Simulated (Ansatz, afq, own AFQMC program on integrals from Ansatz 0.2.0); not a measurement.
# HBr (singlet): AFQMC on the coupled-cluster ladder at distance Br1–H2 = 1.421 Å, cc-pVDZ

An exercise on one series of results from a longer session: the logs are not shown, and one member is left open.

Computed with Ansatz 0.2.0, Gaussian basis, and an in-house AFQMC program (afq) on its integrals; all values are calculated. Level: cc-pVDZ, frozen cores.

The runs, in order: Full CI; PBE (unrestricted); r2SCAN (unrestricted); PBE0 (unrestricted); B3LYP (unrestricted); wB97M-V (unrestricted); B2PLYP (unrestricted); CCSD(T) on RHF; Full CI; CCSDT(Q) on RHF; CCSDTQ on RHF; Phaseless AFQMC, CISD trial on RHF; Phaseless AFQMC, single-determinant trial on RHF; Free-projection AFQMC, CISD trial on RHF; UHF.

1 further run of the same task is left out (it didn't finish).

## The geometry

The geometry derives from a PBE0/def2-TZVP stationary point (not a proven minimum). One bond is set to the value named and the two fragments are kept rigid. No spin-orbit coupling is included. The filled d shell of Br may be among the frozen orbitals whatever the setting's name suggests; the logs give the count.

2 atoms, charge 0, spin multiplicity 1.

Atoms are counted from 1 here; the program's logs count them from 0.

Bond lengths: Br1–H2 1.421 Å.

As a file:

```mol
BrH
  3D, bonds by distance, orders not assigned

  2  1  0  0  0  0  0  0  0  0999 V2000
    0.0000    0.0000    0.0000 Br  0  0
    0.0000    0.0000    1.4206 H   0  0
  1  2  8  0
M  END
```

Set-up of the first run:

File in.yaml:

```yaml
crystal:
  periodic: [false, false, false]
  atoms:
    - {symbol: Br, position_ang: [0.000000, 0.000000, 0.000000]}
    - {symbol: H, position_ang: [0.000000, 0.000000, 1.420600]}
basis:
  gaussian: {orbitals: cc-pVDZ}
correlation: {method: fci, electrons: outside_noble_gas}
```

The run is started by

```console
$ ansatz run in.yaml --threads 1 --pin off --events-out ev --progress --plain --max-ram 24576MiB --backend cuda --devices 0, --max-vram 18GiB
```

Among the steps run: Full CI; PBE (unrestricted); r2SCAN (unrestricted); PBE0 (unrestricted); B3LYP (unrestricted); wB97M-V (unrestricted); B2PLYP (unrestricted); CCSD(T) on RHF; CCSDT(Q) on RHF; CCSDTQ on RHF; Phaseless AFQMC, CISD trial on RHF; Phaseless AFQMC, single-determinant trial on RHF; Free-projection AFQMC, CISD trial on RHF; UHF.

One table of the session follows, with a row left open; its other results are not shown here.

On the RHF determinant, counted from full CI (exact for this spin and basis):

| level | from full CI (kJ/mol) |
| --- | --- |
| HF | +376.6 |
| MP2 | ? |
| CCSD | +6.5 |
| CCSD(T) | +1.2 |
| CCSDT(Q) | +0.1 |
| CCSDTQ | 0.0 |
| full CI | 0.0 |
| Phaseless AFQMC, CISD trial, step 0.005, 4000 walkers | 0.0 |
| Phaseless AFQMC, single-determinant trial, step 0.005, 4000 walkers | -1.1 |
| Free-projection AFQMC, CISD trial, step 0.03, 4000 walkers | +0.1 |

Estimate the missing values for MP2.

**Answer.** from full CI (kJ/mol): +47.0. In the column «from full CI (kJ/mol)» it lies between CCSD (+6.5) and HF (+376.6).

The functionals' totals stand on their own zeros and serve differences with other points: PBE -70051.297 eV; r2SCAN -70061.475 eV; PBE0 -70053.787 eV; B3LYP -70062.742 eV; wB97M-V -70057.845 eV; B2PLYP -70050.074 eV.

Limits of these values: On the RHF determinant, counted from full CI (exact for this spin and basis): On RHF the phaseless walk with the CISD trial lies 0.0 kJ/mol from full CI, within three error bars. Error bars are statistical and leave out the constraint, the time step and what remains of the start.
